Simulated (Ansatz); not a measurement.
**C₂H₇NOSi: basis-set convergence**

The task here is to estimate one member of a computed series from the others.

Method: one geometry, several basis sets; program: Ansatz 0.2.0, Gaussian basis.

Levels to be run: PBE0-D4/def2-SVP; ωB97M-V/def2-SVP; PBE0-D4/def2-QZVPP; ωB97M-V/def2-QZVPP; the functionals' def2-TZVPP values are taken from earlier runs.

**The relaxed structure**

The geometry comes from an earlier relaxation with PBE0-D4 in a triple-zeta def2 set; it is a stationary point, not always the lowest conformer.

12 atoms, charge 0, spin multiplicity 1.

Atoms are counted from 1 here; the program's logs count them from 0.

Bond lengths: C1–N2 1.257 Å, C1–H6 1.101 Å, C1–H7 1.097 Å, N2–Si3 1.739 Å, Si3–C4 1.851 Å, Si3–O5 1.654 Å, Si3–H8 1.487 Å, C4–H9 1.093 Å, C4–H10 1.092 Å, C4–H11 1.092 Å, O5–H12 0.957 Å. Angles: N2–C1–H6 124.0°, N2–C1–H7 120.5°, H6–C1–H7 115.5°, C1–N2–Si3 125.9°, N2–Si3–C4 108.1°, N2–Si3–O5 114.1°, N2–Si3–H8 105.3°, C4–Si3–O5 107.2°, C4–Si3–H8 113.0°, O5–Si3–H8 109.4°, Si3–C4–H9 110.2°, Si3–C4–H10 110.7°, Si3–C4–H11 110.6°, H9–C4–H10 108.2°, H9–C4–H11 108.3°, H10–C4–H11 108.7°, Si3–O5–H12 117.6°.

Set-up of the first run:

in.yaml reads:

```yaml
crystal:
  periodic: [false, false, false]
  atoms:
    - {symbol: C, position_ang: [-1.468938, 1.480850, 0.706738]}
    - {symbol: N, position_ang: [-1.270137, 0.511931, -0.068347]}
    - {symbol: Si, position_ang: [0.280702, -0.068261, -0.598813]}
    - {symbol: C, position_ang: [0.488799, -1.799916, 0.020623]}
    - {symbol: O, position_ang: [1.560252, 0.811246, -0.029645]}
    - {symbol: H, position_ang: [-0.666103, 2.096524, 1.141888]}
    - {symbol: H, position_ang: [-2.489151, 1.762745, 0.995129]}
    - {symbol: H, position_ang: [0.243556, 0.016273, -2.083362]}
    - {symbol: H, position_ang: [0.549708, -1.806196, 1.111797]}
    - {symbol: H, position_ang: [1.404746, -2.244093, -0.374637]}
    - {symbol: H, position_ang: [-0.358781, -2.419867, -0.278117]}
    - {symbol: H, position_ang: [1.802347, 1.603664, -0.509254]}
basis:
  gaussian: {orbitals: def2-SVP}
hamiltonian: {xc: pbe0, dispersion: d4}
output: {orbitals: {seedname: orbitals}}
```

Launch:

```
$ ansatz run in.yaml --threads 4 --pin off --events-out ev --progress --plain --max-ram 10444MiB
```

Among the steps run: PBE0-D4 in def2-SVP; ωB97M-V in def2-SVP; PBE0-D4 in def2-QZVPP; ωB97M-V in def2-QZVPP.

One table of the session follows, with a row left open; its other results are not shown here.

It belongs to the step «Density functionals: the series». 

| functional | basis | HOMO (eV) |
| --- | --- | --- |
| PBE0-D4 | def2-SVP | ? |
| PBE0-D4 | def2-TZVPP | -7.02 |
| PBE0-D4 | def2-QZVPP | -7.05 |
| ωB97M-V | def2-SVP | -9.21 |
| ωB97M-V | def2-TZVPP | -9.38 |
| ωB97M-V | def2-QZVPP | -9.42 |

Q: Estimate the row for PBE0-D4, def2-SVP from the others.

**Answer.** HOMO (eV): -6.87. In the column «HOMO (eV)» it is the highest.
